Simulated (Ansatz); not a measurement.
# Ag+ with HBr: superposition error and deformation, part 2 of 2

Ansatz 0.2.0, Gaussian basis.

## Step 8: PBE-D4/def2-TZVPPD

The input, free-b/in.yaml:

```yaml
crystal:
  periodic: [false, false, false]
  atoms:
    - {symbol: Br, position_ang: [0.507378, -0.397689, 0.673771]}
    - {symbol: H, position_ang: [-0.540502, 0.423651, 1.169003]}
basis:
  gaussian: {orbitals: "def2-TZVPPD.json"}
hamiltonian: {xc: pbe, dispersion: d4}
```

The run is started by

```
> ansatz run in.yaml --threads 2 --pin off --events-out ev --progress --plain --max-ram 5222MiB
```

The program printed:

```text
Functional definition: PBE
  name "PBE"
  cite "Perdew, Burke & Ernzerhof, Phys. Rev. Lett. 77, 3865 (1996) doi:10.1103/PhysRevLett.77.3865"
  parent pbe
  parameter kappa = 0.804
  parameter beta = 0.06672455060314922
  exchange = pbe_x(kappa = kappa, mu = beta*pi^2/3)
  correlation = pbe_c(beta = beta)
479 factors; their error is unknown
mean field evaluation 1: about -70051.9711 eV, gradient 1.0e1 eV
mean field evaluation 2: about -70052.0525 eV, gradient 6.6e0 eV
mean field evaluation 4: about -70052.1680 eV, gradient 2.1e-1 eV
mean field evaluation 8: about -70052.1626 eV, gradient 1.7e-1 eV
mean field -70052.16260895 eV, -2574.3694928178 hartree, gradient 2.8e-5 eV, S^2 0.000000; 0 other end points of the search recorded, 0 dependent functions left out
reference -70052.16265237 eV, -2574.3694944134 hartree; 18, 18 occupied and 56, 56 virtual orbitals, 479 factors
Total energy: -70052.16943743 eV, -2574.3697437597 hartree
```

Wall time 0.5 s (2 threads of Arm Neoverse V1, shared host); peak memory 0.3 GiB.

## Step 9: r2SCAN-D4/def2-TZVPPD

Edit free-b/in.yaml of step 8 so:

```diff
@@ -7,2 +7,2 @@
   gaussian: {orbitals: "def2-TZVPPD.json"}
-hamiltonian: {xc: pbe, dispersion: d4}
+hamiltonian: {xc: r2scan, dispersion: d4}
```

The run is started by

```
> ansatz run in.yaml --threads 2 --pin off --events-out ev --progress --plain --max-ram 5222MiB
```

The program printed:

```text
Functional definition: r2SCAN
  name "r2SCAN"
  cite "Furness, Kaplan, Ning, Perdew & Sun, J. Phys. Chem. Lett. 11, 8208 (2020) doi:10.1021/acs.jpclett.0c02405"
  cite "Furness, Kaplan, Ning, Perdew & Sun, J. Phys. Chem. Lett. 11, 9248 (2020) doi:10.1021/acs.jpclett.0c03077"
  parent r2scan
  parameter k0 = 0.174
  parameter k1 = 0.065
  parameter a1 = 4.9479
  exchange = r2scan_x(k0 = k0, k1 = k1, a1 = a1)
  correlation = r2scan_c
479 factors; their error is unknown
mean field evaluation 1: about -70062.1715 eV, gradient 7.7e0 eV
mean field evaluation 2: about -70062.2485 eV, gradient 4.8e0 eV
mean field evaluation 4: about -70062.3083 eV, gradient 6.8e-2 eV
mean field evaluation 8: about -70062.3009 eV, gradient 5.4e-2 eV
mean field -70062.30092635 eV, -2574.7420691102 hartree, gradient 1.5e-5 eV, S^2 0.000000; 0 other end points of the search recorded, 0 dependent functions left out
reference -70062.30093782 eV, -2574.7420695316 hartree; 18, 18 occupied and 56, 56 virtual orbitals, 479 factors
Total energy: -70062.30239691 eV, -2574.7421231523 hartree
```

It took 1.1 s on 2 threads of Arm Neoverse V1, shared host; peak memory 0.3 GiB.

## Step 10: PBE0-D4/def2-TZVPPD

Edit free-b/in.yaml of step 9 so:

```diff
@@ -7,2 +7,3 @@
   gaussian: {orbitals: "def2-TZVPPD.json"}
-hamiltonian: {xc: r2scan, dispersion: d4}
+hamiltonian: {xc: pbe0, dispersion: d4}
+output: {orbitals: {seedname: orbitals}}
```

The run is started by

```
> ansatz run in.yaml --threads 2 --pin off --events-out ev --progress --plain --max-ram 5222MiB
```

The program printed:

```text
[... 10 set-up lines as earlier in the session ...]
531 factors; their error is unknown
mean field evaluation 1: about -70054.1916 eV, gradient 6.6e0 eV
mean field evaluation 2: about -70054.2574 eV, gradient 3.6e0 eV
mean field evaluation 4: about -70054.2937 eV, gradient 8.0e-2 eV
mean field evaluation 8: about -70054.6161 eV, gradient 2.4e-2 eV
mean field -70054.61607787 eV, -2574.4596561373 hartree, gradient 7.0e-5 eV, S^2 0.000000; 0 other end points of the search recorded, 0 dependent functions left out
reference -70054.61610655 eV, -2574.4596571914 hartree; 18, 18 occupied and 56, 56 virtual orbitals, 531 factors
Total energy: -70054.62162586 eV, -2574.4598600225 hartree
```

It took 0.55 s on 2 threads of Arm Neoverse V1, shared host; peak memory 0.3 GiB.

## Step 11: B3LYP-D4/def2-TZVPPD

Edit free-b/in.yaml of step 10 so:

```diff
@@ -7,3 +7,2 @@
   gaussian: {orbitals: "def2-TZVPPD.json"}
-hamiltonian: {xc: pbe0, dispersion: d4}
-output: {orbitals: {seedname: orbitals}}
+hamiltonian: {xc: {name: B3LYP}, dispersion: d4}
```

The run is started by

```
> ansatz run in.yaml --threads 2 --pin off --events-out ev --progress --plain --max-ram 5222MiB
```

The program printed:

```text
Functional definition: B3LYP
  name "B3LYP"
  cite "Stephens, Devlin, Chabalowski & Frisch, J. Phys. Chem. 98, 11623 (1994) doi:10.1021/j100096a001"
[... 2 set-up lines as earlier in the session ...]
  cite "Vosko, Wilk & Nusair, Can. J. Phys. 58, 1200 (1980) doi:10.1139/p80-159"
  parameter a0 = 0.2
  parameter ax = 0.72
  parameter ac = 0.81
  exchange = (1 - a0 - ax)*slater_x + ax*b88_x + a0*exact_x
  correlation = (1 - ac)*vwn_rpa_c + ac*lyp_c
515 factors; their error is unknown
mean field evaluation 1: about -70063.2393 eV, gradient 7.6e0 eV
mean field evaluation 2: about -70063.3107 eV, gradient 4.3e0 eV
mean field evaluation 4: about -70063.3636 eV, gradient 1.0e-1 eV
mean field evaluation 8: about -70063.6197 eV, gradient 3.4e-1 eV
mean field -70063.61974075 eV, -2574.7905346455 hartree, gradient 6.3e-6 eV, S^2 0.000000; 0 other end points of the search recorded, 0 dependent functions left out
reference -70063.61992935 eV, -2574.7905415763 hartree; 18, 18 occupied and 56, 56 virtual orbitals, 515 factors
Total energy: -70063.63106276 eV, -2574.7909507215 hartree
```

It took 0.65 s on 2 threads of Arm Neoverse V1, shared host; peak memory 0.3 GiB.

## Step 12: wB97X-V/def2-TZVPPD

Edit free-b/in.yaml of step 11 so:

```diff
@@ -7,2 +7,2 @@
   gaussian: {orbitals: "def2-TZVPPD.json"}
-hamiltonian: {xc: {name: B3LYP}, dispersion: d4}
+hamiltonian: {xc: {name: wB97X-V}}
```

The run is started by

```
> ansatz run in.yaml --threads 2 --pin off --events-out ev --progress --plain --max-ram 5222MiB
```

The program printed:

```text
[... 17 set-up lines as earlier in the session ...]
      + integral(e_c_pw_opposite_spin*poly(b97_u_opposite, cos0, cos1)) + vv10(b, c)
515 factors; their error is unknown
102 factors; integrals over basis functions are off by at most 6.0e-5 eV
mean field evaluation 1: about -70055.8487 eV, gradient 8.8e0 eV
mean field evaluation 2: about -70056.0614 eV, gradient 4.0e0 eV
mean field evaluation 4: about -70056.1044 eV, gradient 3.4e-1 eV
mean field evaluation 8: about -70056.3185 eV, gradient 4.0e-3 eV
mean field -70056.31846766 eV, -2574.5222178082 hartree, gradient 1.7e-5 eV, S^2 0.000000; 0 other end points of the search recorded, 0 dependent functions left out
reference -70056.31846586 eV, -2574.5222177422 hartree; 18, 18 occupied and 56, 56 virtual orbitals, 515 factors
Total energy: -70056.31846586 eV, -2574.5222177422 hartree
```

It took 1.4 s on 2 threads of Arm Neoverse V1, shared host; peak memory 0.3 GiB.

## Step 13: wB97M-V/def2-TZVPPD

Edit free-b/in.yaml of step 12 so:

```diff
@@ -7,2 +7,2 @@
   gaussian: {orbitals: "def2-TZVPPD.json"}
-hamiltonian: {xc: {name: wB97X-V}}
+hamiltonian: {xc: {name: wB97M-V}}
```

The run is started by

```
> ansatz run in.yaml --threads 2 --pin off --events-out ev --progress --plain --max-ram 5222MiB
```

The program printed:

```text
[... 5 set-up lines as earlier in the session ...]
  # Of w^i u^j: cxij and so on, Table III.
[... 17 set-up lines as earlier in the session ...]
  gx(w, u) = 1 - cx + cx01*u + cx10*w
  gss(w, u) = css00 + css04*u^4 + css10*w + css20*w^2 + css43*w^4*u^3
  gos(w, u) = cos00 + cos10*w + (cos20 + cos21*u)*w^2 + (cos60 + cos61*u)*w^6
[... 2 set-up lines as earlier in the session ...]
      + integral(e_c_pw_mod_opposite_spin*gos(b97_w_opposite, b97_u_opposite)) + vv10(b, c)
508 factors; their error is unknown
102 factors; integrals over basis functions are off by at most 6.0e-5 eV
mean field evaluation 1: about -70058.2625 eV, gradient 8.2e0 eV
mean field evaluation 2: about -70058.4619 eV, gradient 4.2e0 eV
mean field evaluation 4: about -70058.5091 eV, gradient 3.2e-1 eV
mean field evaluation 8: about -70058.7005 eV, gradient 2.7e-3 eV
mean field -70058.70046002 eV, -2574.6097544130 hartree, gradient 1.6e-5 eV, S^2 0.000000; 0 other end points of the search recorded, 0 dependent functions left out
reference -70058.70050971 eV, -2574.6097562390 hartree; 18, 18 occupied and 56, 56 virtual orbitals, 508 factors
Total energy: -70058.70050971 eV, -2574.6097562390 hartree
```

Wall time 1.6 s (2 threads of Arm Neoverse V1, shared host); peak memory 0.3 GiB.

## Step 14: B2PLYP/def2-TZVPPD

Edit free-b/in.yaml of step 13 so:

```diff
@@ -7,2 +7,2 @@
   gaussian: {orbitals: "def2-TZVPPD.json"}
-hamiltonian: {xc: {name: wB97M-V}}
+hamiltonian: {xc: {name: B2PLYP}}
```

The run is started by

```
> ansatz run in.yaml --threads 2 --pin off --events-out ev --progress --plain --max-ram 5222MiB
```

The program printed:

```text
[... 9 set-up lines as earlier in the session ...]
448 factors; integrals over basis functions are off by at most 1.5e-3 eV
mean field evaluation 1: about -70049.6280 eV, gradient 6.5e0 eV
mean field evaluation 2: about -70049.6405 eV, gradient 6.6e0 eV
mean field evaluation 4: about -70049.8018 eV, gradient 1.1e0 eV
mean field evaluation 8: about -70049.8036 eV, gradient 9.7e-3 eV
mean field evaluation 16: about -70049.8036 eV, gradient 2.0e-6 eV
mean field -70049.80360151 eV, -2574.2828008931 hartree, gradient 2.0e-6 eV, S^2 0.000000; 0 other end points of the search recorded, 0 dependent functions left out
9 core orbitals not correlated: weight in the atoms' cores, before any rotation towards them, 1.000 or more for the frozen orbitals, at most 0.000 for the correlated occupied ones
reference -70049.80371680 eV, -2574.2828051301 hartree; 9, 9 occupied and 56, 56 virtual orbitals, 448 factors
second order -9.29735241 eV of doubles, -0.00000000 eV of singles
Total energy: -70052.31400195 eV, -2574.3750564079 hartree
```

It took 0.9 s on 2 threads of Arm Neoverse V1, shared host; peak memory 0.3 GiB.

## Step 15: BLYP-D4/def2-TZVPPD

Edit free-b/in.yaml of step 14 so:

```diff
@@ -7,2 +7,2 @@
   gaussian: {orbitals: "def2-TZVPPD.json"}
-hamiltonian: {xc: {name: B2PLYP}}
+hamiltonian: {xc: {name: BLYP}, dispersion: d4}
```

The run is started by

```
> ansatz run in.yaml --threads 2 --pin off --events-out ev --progress --plain --max-ram 5222MiB
```

The program printed:

```text
Functional definition: BLYP
  name "BLYP"
[... 2 set-up lines as earlier in the session ...]
  parameter beta = 0.0042
  parameter a = 0.04918
  parameter b = 0.132
  parameter c = 0.2533
  parameter d = 0.349
  exchange = b88_x(beta = beta)
  correlation = lyp_c(a = a, b = b, c = c, d = d)
479 factors; their error is unknown
mean field evaluation 1: about -70063.2072 eV, gradient 1.1e1 eV
mean field evaluation 2: about -70063.2886 eV, gradient 7.3e0 eV
mean field evaluation 4: about -70063.4295 eV, gradient 1.6e-1 eV
mean field evaluation 8: about -70063.4288 eV, gradient 5.8e-3 eV
mean field evaluation 16: about -70063.4241 eV, gradient 1.9e-5 eV
mean field -70063.42413543 eV, -2574.7833462823 hartree, gradient 1.9e-5 eV, S^2 0.000000; 0 other end points of the search recorded, 0 dependent functions left out
reference -70063.42439504 eV, -2574.7833558228 hartree; 18, 18 occupied and 56, 56 virtual orbitals, 479 factors
Total energy: -70063.44036694 eV, -2574.7839427794 hartree
```

Run time: 0.6 s. Hardware: 2 threads of Arm Neoverse V1, shared host; peak memory 0.3 GiB.

## Step 16: revPBE-D4/def2-TZVPPD

Edit free-b/in.yaml of step 15 so:

```diff
@@ -7,2 +7,2 @@
   gaussian: {orbitals: "def2-TZVPPD.json"}
-hamiltonian: {xc: {name: BLYP}, dispersion: d4}
+hamiltonian: {xc: {name: revPBE}, dispersion: d4}
```

The run is started by

```
> ansatz run in.yaml --threads 2 --pin off --events-out ev --progress --plain --max-ram 5222MiB
```

The program printed:

```text
Functional definition: revPBE
  name "revPBE"
  cite "Zhang & Yang, Phys. Rev. Lett. 80, 890 (1998) doi:10.1103/PhysRevLett.80.890"
[... 1 set-up line as earlier in the session ...]
  parameter kappa = 1.245
[... 3 set-up lines as earlier in the session ...]
479 factors; their error is unknown
mean field evaluation 1: about -70056.6133 eV, gradient 9.8e0 eV
mean field evaluation 2: about -70056.6878 eV, gradient 6.4e0 eV
mean field evaluation 4: about -70056.8011 eV, gradient 2.6e-1 eV
mean field evaluation 8: about -70056.7957 eV, gradient 1.7e-1 eV
mean field -70056.79572920 eV, -2574.5397568464 hartree, gradient 3.8e-5 eV, S^2 0.000000; 0 other end points of the search recorded, 0 dependent functions left out
reference -70056.79578621 eV, -2574.5397589415 hartree; 18, 18 occupied and 56, 56 virtual orbitals, 479 factors
Total energy: -70056.82092868 eV, -2574.5406829103 hartree
```

Wall time 0.5 s (2 threads of Arm Neoverse V1, shared host); peak memory 0.3 GiB.

## Step 17: B97M-V/def2-TZVPPD

Edit free-b/in.yaml of step 16 so:

```diff
@@ -7,2 +7,2 @@
   gaussian: {orbitals: "def2-TZVPPD.json"}
-hamiltonian: {xc: {name: revPBE}, dispersion: d4}
+hamiltonian: {xc: {name: B97M-V}}
```

The run is started by

```
> ansatz run in.yaml --threads 2 --pin off --events-out ev --progress --plain --max-ram 5222MiB
```

The program printed:

```text
[... 5 set-up lines as earlier in the session ...]
  # Of w^i u^j: cxij and so on, Table III.
[... 17 set-up lines as earlier in the session ...]
  gx(w, u) = cx00 + cx01*u + cx02*u^2 + (cx10 + cx11*u)*w
  gss(w, u) = css00 + css02*u^2 + css10*w + (css32*w^3 + css42*w^4)*u^2
  gos(w, u) = cos00 + cos01*u + cos03*u^3 + cos10*w + cos32*w^3*u^2
[... 2 set-up lines as earlier in the session ...]
      + integral(e_c_pw_mod_opposite_spin*gos(b97_w_opposite, b97_u_opposite)) + vv10(b, c)
479 factors; their error is unknown
mean field evaluation 1: about -70050.0336 eV, gradient 6.6e0 eV
mean field evaluation 2: about -70050.0934 eV, gradient 5.5e0 eV
mean field evaluation 4: about -70050.1624 eV, gradient 8.2e-2 eV
mean field evaluation 8: about -70050.1584 eV, gradient 1.7e-3 eV
mean field -70050.15837780 eV, -2574.2958386814 hartree, gradient 2.3e-5 eV, S^2 0.000000; 0 other end points of the search recorded, 0 dependent functions left out
reference -70050.15844167 eV, -2574.2958410284 hartree; 18, 18 occupied and 56, 56 virtual orbitals, 479 factors
Total energy: -70050.15844167 eV, -2574.2958410284 hartree
```

Run time: 1.8 s. Hardware: 2 threads of Arm Neoverse V1, shared host; peak memory 0.3 GiB.

## Step 18: HSE06-D4/def2-TZVPPD

Edit free-b/in.yaml of step 17 so:

```diff
@@ -7,2 +7,2 @@
   gaussian: {orbitals: "def2-TZVPPD.json"}
-hamiltonian: {xc: {name: B97M-V}}
+hamiltonian: {xc: hse06, dispersion: d4}
```

The run is started by

```
> ansatz run in.yaml --threads 2 --pin off --events-out ev --progress --plain --max-ram 5222MiB
```

The program printed:

```text
Functional definition: HSE06
  name "HSE06"
  cite "Heyd, Scuseria & Ernzerhof, J. Chem. Phys. 118, 8207 (2003) doi:10.1063/1.1564060"
  cite "Krukau, Vydrov, Izmaylov & Scuseria, J. Chem. Phys. 125, 224106 (2006) doi:10.1063/1.2404663"
  cite "Heyd & Scuseria, J. Chem. Phys. 120, 7274 (2004) doi:10.1063/1.1668634"
  cite "Ernzerhof & Perdew, J. Chem. Phys. 109, 3313 (1998) doi:10.1063/1.476928"
[... 3 set-up lines as earlier in the session ...]
  parameter omega = 0.11/bohr
  # The whole range is PBE's own exchange, as in plane waves. The composition of these papers is wPBEh.
  exchange = pbe_x - a*pbe_x_sr(omega) + a*exact_x_sr(omega)
  correlation = pbe_c
531 factors; their error is unknown
36 factors; integrals over basis functions are off by at most 9.7e-5 eV
mean field evaluation 1: about -70054.3008 eV, gradient 6.7e0 eV
mean field evaluation 2: about -70054.3656 eV, gradient 4.0e0 eV
mean field evaluation 4: about -70054.4088 eV, gradient 9.7e-2 eV
mean field evaluation 8: about -70054.7306 eV, gradient 4.7e-2 eV
mean field -70054.73058590 eV, -2574.4638642300 hartree, gradient 8.9e-5 eV, S^2 0.000000; 0 other end points of the search recorded, 0 dependent functions left out
reference -70054.73062373 eV, -2574.4638656200 hartree; 18, 18 occupied and 56, 56 virtual orbitals, 531 factors
Total energy: -70054.73569810 eV, -2574.4640520997 hartree
```

Run time: 0.65 s. Hardware: 2 threads of Arm Neoverse V1, shared host; peak memory 0.3 GiB.

## Step 19: CCSD(T)/def2-TZVPPD

Edit free-b/in.yaml of step 18 so:

```diff
@@ -7,2 +7,2 @@
   gaussian: {orbitals: "def2-TZVPPD.json"}
-hamiltonian: {xc: hse06, dispersion: d4}
+correlation: {method: ccsd_t}
```

The run is started by

```
> ansatz run in.yaml --threads 2 --pin off --events-out ev --progress --plain --max-ram 5222MiB
```

The program printed:

```text
[... 6 set-up lines as earlier in the session ...]
448 factors; integrals over basis functions are off by at most 1.5e-3 eV
mean field evaluation 1: about -70014.5571 eV, gradient 9.3e0 eV
mean field evaluation 2: about -70014.5764 eV, gradient 9.4e0 eV
mean field evaluation 4: about -70014.9511 eV, gradient 1.2e0 eV
mean field evaluation 8: about -70014.9585 eV, gradient 7.5e-5 eV
mean field evaluation 16: about -70014.9212 eV, gradient 1.1e0 eV
mean field -70014.95853463 eV, -2573.0022683042 hartree, gradient 1.7e-6 eV, S^2 0.000000; 0 other end points of the search recorded, 0 dependent functions left out
9 core orbitals not correlated: weight in the atoms' cores, before any rotation towards them, 1.000 or more for the frozen orbitals, at most 0.000 for the correlated occupied ones
reference -70014.95853463 eV, -2573.0022683042 hartree; 9, 9 occupied and 56, 56 virtual orbitals, 448 factors
second order -7.87999865 eV of doubles, -0.00000000 eV of singles
cycle   1  -7.96291032 eV  change   -8.3e-2 eV  update   4.5e-2
cycle   2  -8.14824517 eV  change   -1.9e-1 eV  update   1.2e-2
cycle   3  -8.15037924 eV  change   -2.1e-3 eV  update   3.8e-3
cycle   4  -8.14977193 eV  change    6.1e-4 eV  update   8.9e-4
cycle   5  -8.14985297 eV  change   -8.1e-5 eV  update   1.9e-4
cycle   6  -8.14975500 eV  change    9.8e-5 eV  update   5.0e-5
cycle   7  -8.14975218 eV  change    2.8e-6 eV  update   1.3e-5
perturbative correction -0.24559894 eV, -0.0090255946 hartree
Total energy: -70023.35388575 eV, -2573.3107917674 hartree
```

It took 0.8 s on 2 threads of Arm Neoverse V1, shared host; peak memory 0.3 GiB.

## Step 20: The split

```tsv
method	interaction with counterpoise (meV)	without	superposition error	deformation	binding energy
PBE-D4	-1325	-1328	4	-2	-1326
revPBE-D4	-1182	-1186	4	-2	-1184
BLYP-D4	-1276	-1280	4	-3	-1278
r2SCAN-D4	-1268	-1272	4	2	-1266
B97M-V	-1178	-1182	4	3	-1175
PBE0-D4	-1140	-1144	3	2	-1139
B3LYP-D4	-1151	-1155	4	1	-1151
HSE06-D4	-1140	-1144	3	2	-1139
wB97X-V	-1030	-1033	4	3	-1027
wB97M-V	-1027	-1031	4	3	-1025
B2PLYP	-1022	-1048	26	2	-1020
Hartree-Fock	-490	-493	4	6	-484
MP2	-970	-1041	71	5	-965
CCSD	-836	-901	66	4	-832
CCSD(T)	-891	-965	74	3	-888
```

## Step 21: Summary of results

What follows sums up all 2 parts.

```
            quantity     value
interaction, CCSD(T)  -891 meV
 superposition error    74 meV
         deformation     3 meV
      binding energy  -888 meV
```

In words: In this basis the superposition error is 74 meV for CCSD(T) and 4 meV on average for the plain functionals: correlated methods borrow far more, since they need many more functions to converge. Deformation takes back 0 % of the interaction. The free shapes are PBE0-D4 minima, so other methods can show a small negative deformation energy.
